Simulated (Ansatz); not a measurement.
# SrAgI3: the cost of one run

Program: Ansatz 0.2.0. Level of theory: DFT PBE, scalar-relativistic, plane waves, PAW. These are calculated values, not measurements.

## (1) The starting structure

It takes space group Cm (No. 8, monoclinic). Conventional cell: a = 8.352 Å, b = 8.362 Å, c = 5.907 Å, α = 90.00°, β = 90.11°, γ = 90.00°. Sr (site symmetry m) has 12 I at 4.11 to 4.25 Å in its first shell of neighbours. Ag (site symmetry m) is surrounded by 6 I at 2.93 to 2.98 Å. I (site symmetry 1) has 2 Ag at 2.93 to 2.98 Å and 4 Sr at 4.11 to 4.25 Å in its first shell of neighbours. I (site symmetry m) is surrounded by 2 Ag at 2.95 to 2.96 Å and 4 Sr at 4.12 to 4.23 Å.

Cell or atoms stand a little off a more symmetric structure (Pm-3m at a tolerance of 0.3 Å), so results at this geometry aren't those of that ideal crystal.

Structure file:

```cif
data_structure
_symmetry_space_group_name_H-M 'Cm'
_symmetry_Int_Tables_number 8
_cell_length_a 8.3517
_cell_length_b 8.3622
_cell_length_c 5.9073
_cell_angle_alpha 90.000
_cell_angle_beta 90.105
_cell_angle_gamma 90.000
_cell_volume 412.55
loop_
_atom_site_label
_atom_site_type_symbol
_atom_site_symmetry_multiplicity
_atom_site_Wyckoff_symbol
_atom_site_fract_x
_atom_site_fract_y
_atom_site_fract_z
_atom_site_occupancy
Sr1 Sr 2 a 0.99914 0.00000 0.99858 1
Ag1 Ag 2 a 0.49561 0.00000 0.48309 1
I1 I 4 b 0.74751 0.25191 0.48540 1
I2 I 2 a 0.50580 0.00000 0.98451 1
```

A structure generator made this guess: species swapped into a database cell of RbInBr3 (Cm, No. 8), with Sr on the Rb sites, Ag on the In sites and I on the Br sites. The dimensions are guesses.

## (2) Probe: one point on a coarse mesh

Input file input.yaml:

```yaml
crystal:
  lattice:
    - [4.17582868, -4.18109954, 0.0]
    - [4.17582868, 4.18109954, 0.0]
    - [-0.01085494, 0.0, 5.90727091]
  atoms:
    - { symbol: Sr, position: [0.999138, 0.999138, 0.99857998] }
    - { symbol: Ag, position: [0.495608, 0.495608, 0.48309299] }
    - { symbol: I, position: [0.49560401, 0.999421, 0.485403] }
    - { symbol: I, position: [0.505799, 0.505799, 0.98451] }
    - { symbol: I, position: [0.999421, 0.49560401, 0.485403] }
basis:
  ecutwfc: 420
kpoints:
  mp_grid: { grid: [4, 4, 4] }
hamiltonian:
  xc: pbe
scf:
  occupations: { method: gaussian, width: 0.1 }
  lower_state_search: "off"
output:
  forces: true
  stress: true
  eigenvalues: true
```

On the command line:

```console
$ ansatz run input.yaml --threads 1 --pin off --max-ram 2560MiB --backend cpu --events-out ev --progress --plain --runs-dir out
```

What time and memory should one allow on 1 thread of Intel Xeon Platinum 8259CL at 2.50GHz (Skylake/Cascade Lake), shared host?

About 22 s, with a peak of 0.51 GiB.
